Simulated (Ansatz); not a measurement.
# GeH6O2Si: one species, many methods

The task here is to estimate one member of a computed series from the others.

Method: functionals in def2-TZVPP, the program's frozen cores in correlated methods; program: Ansatz 0.2.0, Gaussian basis.

The runs, in order: PBE-D4, r2SCAN-D4, PBE0-D4, B3LYP-D4, ωB97X-V, ωB97M-V, B2PLYP; CCSD(T)/def2-TZVPP; MP2/def2-QZVPP; extrapolation to the limit.

### Structure used throughout

An earlier PBE0-D4 in a triple-zeta def2 set relaxation fixed the geometry.

SMILES `O[SiH2][GeH2][OH]`, 10 atoms, charge 0, spin multiplicity 1.

Atoms are counted from 1 here; the program's logs count them from 0.

Bond lengths: O1–Si2 1.653 Å, O1–H5 0.958 Å, Si2–Ge3 2.389 Å, Si2–H6 1.491 Å, Si2–H7 1.493 Å, Ge3–O4 1.794 Å, Ge3–H8 1.536 Å, Ge3–H9 1.545 Å, O4–H10 0.959 Å. Angles: Si2–O1–H5 118.0°, O1–Si2–Ge3 106.7°, O1–Si2–H6 111.5°, O1–Si2–H7 111.6°, Ge3–Si2–H6 110.9°, Ge3–Si2–H7 109.3°, H6–Si2–H7 106.9°, Si2–Ge3–O4 108.2°, Si2–Ge3–H8 113.7°, Si2–Ge3–H9 112.0°, O4–Ge3–H8 103.6°, O4–Ge3–H9 109.2°, H8–Ge3–H9 109.7°, Ge3–O4–H10 112.2°.

Set-up of the first run:

Contents of in.yaml:

```yaml
crystal:
  periodic: [false, false, false]
  atoms:
    - {symbol: O, position_ang: [-1.068890, -0.044184, 2.016198]}
    - {symbol: Si, position_ang: [-0.795041, -0.620786, 0.491800]}
    - {symbol: Ge, position_ang: [0.724251, 0.897197, -0.554742]}
    - {symbol: O, position_ang: [1.242824, 0.184270, -2.117390]}
    - {symbol: H, position_ang: [-1.699717, -0.509630, 2.567296]}
    - {symbol: H, position_ang: [-2.061381, -0.726626, -0.287343]}
    - {symbol: H, position_ang: [-0.188484, -1.984965, 0.522049]}
    - {symbol: H, position_ang: [0.081218, 2.230945, -0.961542]}
    - {symbol: H, position_ang: [1.969470, 1.164333, 0.320577]}
    - {symbol: H, position_ang: [1.795760, -0.590563, -1.996913]}
basis:
  gaussian: {orbitals: def2-TZVPP}
hamiltonian: {xc: pbe, dispersion: d4}
output: {forces: true, orbitals: {seedname: orbitals}}
```

On the command line:

```sh
ansatz run in.yaml --threads 2 --pin off --events-out ev --progress --plain --max-ram 22528MiB --backend cpu
```

Steps of the session up to this table: PBE-D4 (GGA); r2SCAN-D4 (meta-GGA); PBE0-D4 (hybrid); B3LYP-D4 (hybrid); ωB97X-V (range-separated); ωB97M-V (range-separated); B2PLYP (double hybrid); CCSD(T) in def2-TZVPP; MP2 in def2-QZVPP.

One table of the session follows, with a row left open; its other results are not shown here.

| method | atomisation energy (kJ/mol) |
| --- | --- |
| PBE-D4 | 3210.4 |
| r2SCAN-D4 | 3209.6 |
| PBE0-D4 | ? |
| B3LYP-D4 | 3189.1 |
| ωB97X-V | 3228.5 |
| ωB97M-V | 3202.8 |
| B2PLYP | 3165.2 |
| HF/def2-TZVPP | 2269.2 |
| MP2/def2-TZVPP | 3178.0 |
| CCSD/def2-TZVPP | 3102.4 |
| CCSD(T)/def2-TZVPP | 3145.9 |
| MP2/CBS | 3267.1 |
| CCSD(T)/CBS | 3235.0 |

**Question.** Estimate the row for PBE0-D4.

The run gave: atomisation energy (kJ/mol): 3154.9. In the column «atomisation energy (kJ/mol)» it lies between CCSD(T)/def2-TZVPP (3145.9) and B2PLYP (3165.2).
